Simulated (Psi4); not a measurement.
# SnH3Br (SMILES [Br][SnH3]) at CAM-B3LYP/def2-TZVP (core potential)

Aim: the vertical singlet–triplet gap of SnH3Br at CAM-B3LYP/def2-TZVP (core potential), from 2 runs. The job is set up through a QCSchema input.

Program for the calculation: Psi4 1.11.

2 further runs of the same task are left out: 2 set aside as unsound or not needed.

### 1 The system as given

SnH3Br: 5 atoms, total charge 0, spin state singlet. SMILES: `[Br][SnH3]`. The shape is that of a PBE0-D4/def2-TZVP optimisation.

Bond lengths: Br1–Sn2 2.483 Å, Sn2–H3 1.700 Å, Sn2–H4 1.700 Å, Sn2–H5 1.700 Å. Angles: Br1–Sn2–H3 106.4°, Br1–Sn2–H4 106.4°, Br1–Sn2–H5 106.4°, H3–Sn2–H4 112.4°, H3–Sn2–H5 112.4°, H4–Sn2–H5 112.4°.

### 2 The energy at CAM-B3LYP/def2-TZVP (core potential)

input.json reads:

```json
{
  "schema_name": "qcschema_input",
  "schema_version": 1,
  "molecule": {
    "schema_name": "qcschema_molecule",
    "schema_version": 2,
    "symbols": ["Br", "Sn", "H", "H", "H"],
    "geometry": [-3.97598377, 0.38418132, 1.51631624, 0.38531516, -0.0655735, -0.15609138, 0.2925296, 0.92747758, -3.21026674, 1.13610335, -3.1794642, 0.09429733, 2.25614402, 1.79410598, 1.67769885],
    "molecular_charge": 0,
    "molecular_multiplicity": 1,
    "fix_symmetry": "c1",
    "fix_com": true,
    "fix_orientation": true
  },
  "driver": "energy",
  "model": {
    "method": "cam-b3lyp",
    "basis": "def2-TZVP"
  },
  "keywords": {
    "puream": true,
    "e_convergence": 1e-09,
    "d_convergence": 1e-08,
    "scf_type": "pk",
    "dft_radial_points": 99,
    "dft_spherical_points": 590
  }
}
```

Command:

```console
$ psi4 --qcschema input.json -n 1 --memory 1600MB
```

stdout:

```text
[...]
    !!!  WARNING: ECP capability is in beta. Please check occupations closely.  !!!
[...]
  Running in c1 symmetry.
[...]
  Nuclear repulsion =  201.621427199759012
[...]
  Multiplicity = 1
[...]
  Nalpha       = 30
  Nbeta        = 30
[...]
    Number of basis functions: 116
[...]
 WARNING: Atomic UHF is not converging! Try casting from a smaller basis or call Rob at CCMST.
   -------------------------
[...]
   @RKS iter   1: -2790.00046517813234   -2.45225e+00   1.32187e-02 DIIS/ADIIS
[...]
   @RKS iter  11: -2790.38953459201684    1.22782e-11   1.97750e-09 DIIS
[...]
    Orbital Energies [Eh]
    ---------------------
    Doubly Occupied:
       1A   -482.905498     2A    -62.548069     3A    -56.365227
       4A    -56.362859     5A    -56.362859     6A     -8.749991
       7A     -6.578791     8A     -6.571310     9A     -6.571310
      10A     -5.204967    11A     -3.549976    12A     -3.545011
      13A     -3.545011    14A     -2.695635    15A     -2.693456
      16A     -2.693456    17A     -2.687493    18A     -2.687492
      19A     -1.130774    20A     -1.127052    21A     -1.127050
      22A     -1.122171    23A     -1.122171    24A     -0.837202
      25A     -0.607344    26A     -0.418645    27A     -0.418628
      28A     -0.400160    29A     -0.347913    30A     -0.347911
[...]
  @RKS Final Energy: -2790.38953459201684
   => Energetics <=
    Nuclear Repulsion Energy =            201.6214271997590117
    One-Electron Energy =               -4362.9170096100060618
    Two-Electron Energy =                1456.1752351561779051
    DFT Exchange-Correlation Energy =     -85.2691873379476135
    Empirical Dispersion Energy =           0.0000000000000000
    VV10 Nonlocal Energy =                  0.0000000000000000
    Total Energy =                      -2790.3895345920168438
[...]
 Multipole Moments:
 ------------------------------------------------------------------------------------
     Multipole            Electronic (a.u.)      Nuclear  (a.u.)        Total (a.u.)
 ------------------------------------------------------------------------------------
 L = 1.  Multiply by 2.5417464519 to convert [e a0] to [Debye]
 Dipole X            :        127.8805531         -126.9977215            0.8828316
 Dipole Y            :        -11.6367921           11.5458486           -0.0909436
 Dipole Z            :        -48.5372396           48.1987875           -0.3384521
 Magnitude           :                                                    0.9498486
[...]
```

The result, in JSON:

```text
{
 "driver": "energy",
 "model": {
  "method": "cam-b3lyp",
  "basis": "def2-TZVP"
 },
 "success": true,
 "return_result": -2790.389534592017,
 "properties": {
  "calcinfo_nbasis": 116,
  "calcinfo_nmo": 116,
  "calcinfo_nalpha": 30,
  "calcinfo_nbeta": 30,
  "calcinfo_natom": 5,
  "nuclear_repulsion_energy": 201.621427199759,
  "return_energy": -2790.389534592017,
  "scf_one_electron_energy": -4362.917009610006,
  "scf_two_electron_energy": 1456.175235156178,
  "scf_xc_energy": -85.26918733794761,
  "scf_dipole_moment": [0.8828316341068785, -0.09094357115712448, -0.3384521358795638],
  "scf_total_energy": -2790.389534592017,
  "scf_iterations": 11
 }
}
```

Run time: 24 s. Hardware: 1 thread of AMD EPYC 7R13 (Zen 3), shared host; peak memory 0.88 GiB.

### 3 The triplet, same level

Edit input.json of step 2 so:

```diff
@@ -9,3 +9,3 @@
     "molecular_charge": 0,
-    "molecular_multiplicity": 1,
+    "molecular_multiplicity": 3,
     "fix_symmetry": "c1",
@@ -20,2 +20,3 @@
   "keywords": {
+    "reference": "uks",
     "puream": true,
@@ -25,3 +26,5 @@
     "dft_radial_points": 99,
-    "dft_spherical_points": 590
+    "dft_spherical_points": 590,
+    "maxiter": 200,
+    "scf_properties": ["QUADRUPOLE", "DIPOLE", "WIBERG_LOWDIN_INDICES"]
   }
```

Command:

```console
$ psi4 --qcschema input.json -n 1 --memory 1600MB
```

stdout:

```text
[...]
    !!!  WARNING: ECP capability is in beta. Please check occupations closely.  !!!
[...]
  Running in c1 symmetry.
[...]
  Nuclear repulsion =  201.621427199759012
[...]
  Multiplicity = 3
[...]
  Nalpha       = 31
  Nbeta        = 29
[...]
    Number of basis functions: 116
[...]
 WARNING: Atomic UHF is not converging! Try casting from a smaller basis or call Rob at CCMST.
   -------------------------
[...]
   @UKS iter   1: -2789.78554039649589   -2.23733e+00   1.29303e-02 DIIS/ADIIS
[...]
   @UKS iter  59: -2790.18389414309240   -1.16415e-10   2.02635e-09 DIIS
[...]
   @S^2 Observed:                2.006157478E+00
[...]
    Orbital Energies [Eh]
    ---------------------
    Alpha Occupied:
       1A   -482.989063     2A    -62.630804     3A    -56.451062
       4A    -56.445537     5A    -56.444192     6A     -8.834605
       7A     -6.669976     8A     -6.654752     9A     -6.650985
      10A     -5.166191    11A     -3.511042    12A     -3.506778
      13A     -3.505110    14A     -2.784661    15A     -2.781569
      16A     -2.778797    17A     -2.767638    18A     -2.767577
      19A     -1.094547    20A     -1.090984    21A     -1.088669
      22A     -1.084551    23A     -1.084228    24A     -0.924029
      25A     -0.605532    26A     -0.472094    27A     -0.453415
      28A     -0.434109    29A     -0.398367    30A     -0.380560
      31A     -0.149411
[...]
  @UKS Final Energy: -2790.18389414309240
   => Energetics <=
    Nuclear Repulsion Energy =            201.6214271997590117
    One-Electron Energy =               -4360.8281719732422061
    Two-Electron Energy =                1454.2698308524581989
    DFT Exchange-Correlation Energy =     -85.2469802220675490
    Empirical Dispersion Energy =           0.0000000000000000
    VV10 Nonlocal Energy =                  0.0000000000000000
    Total Energy =                      -2790.1838941430928571
[...]
 Multipole Moments:
 ------------------------------------------------------------------------------------
     Multipole            Electronic (a.u.)      Nuclear  (a.u.)        Total (a.u.)
 ------------------------------------------------------------------------------------
 L = 1.  Multiply by 2.5417464519 to convert [e a0] to [Debye]
 Dipole X            :        126.3553895         -126.9977215           -0.6423320
 Dipole Y            :        -11.5562719           11.5458486           -0.0104234
 Dipole Z            :        -47.9419603           48.1987875            0.2568272
 Magnitude           :                                                    0.6918520
 L = 2.  Multiply by 1.3450342976 to convert [e a0^2] to [Debye ang]
 Quadrupole XX       :       -598.7718904          563.0284241          -35.7434663
 Quadrupole XY       :         53.1737814          -53.3114403           -0.1376588
[...]
```

The result, in JSON:

```text
{
 "driver": "energy",
 "model": {
  "method": "cam-b3lyp",
  "basis": "def2-TZVP"
 },
 "success": true,
 "return_result": -2790.1838941430924,
 "properties": {
  "calcinfo_nbasis": 116,
  "calcinfo_nmo": 116,
  "calcinfo_nalpha": 31,
  "calcinfo_nbeta": 29,
  "calcinfo_natom": 5,
  "nuclear_repulsion_energy": 201.621427199759,
  "return_energy": -2790.1838941430924,
  "scf_one_electron_energy": -4360.828171973242,
  "scf_two_electron_energy": 1454.2698308524582,
  "scf_xc_energy": -85.24698022206755,
  "scf_dipole_moment": [-0.6423319927345261, -0.010423384127880908, 0.2568272120582833],
  "scf_total_energy": -2790.1838941430924,
  "scf_iterations": 59
 }
}
```

It took 2.2 min on 1 thread of AMD EPYC 7R13 (Zen 3), shared host; peak memory 0.87 GiB.

### 4 Summary of results

Level: CAM-B3LYP/def2-TZVP (core potential).

| quantity | value |
| --- | --- |
| singlet: total energy | -2790.38953 Eh |
| singlet: dipole moment | 2.41 D |
| singlet: HOMO energy | -9.47 eV |
| singlet: LUMO energy | -0.17 eV |
| singlet: HOMO–LUMO gap | 9.29 eV |
| triplet: total energy | -2790.18389 Eh |
| triplet: dipole moment | 1.76 D |
| triplet: HOMO energy (highest over α and β) | -4.07 eV |
| triplet: ⟨S²⟩ | 2.006 |
| vertical energy of the triplet above the singlet | 5.596 eV |

What this shows: At this shape the triplet lies 5.60 eV (540 kJ/mol) above the singlet.
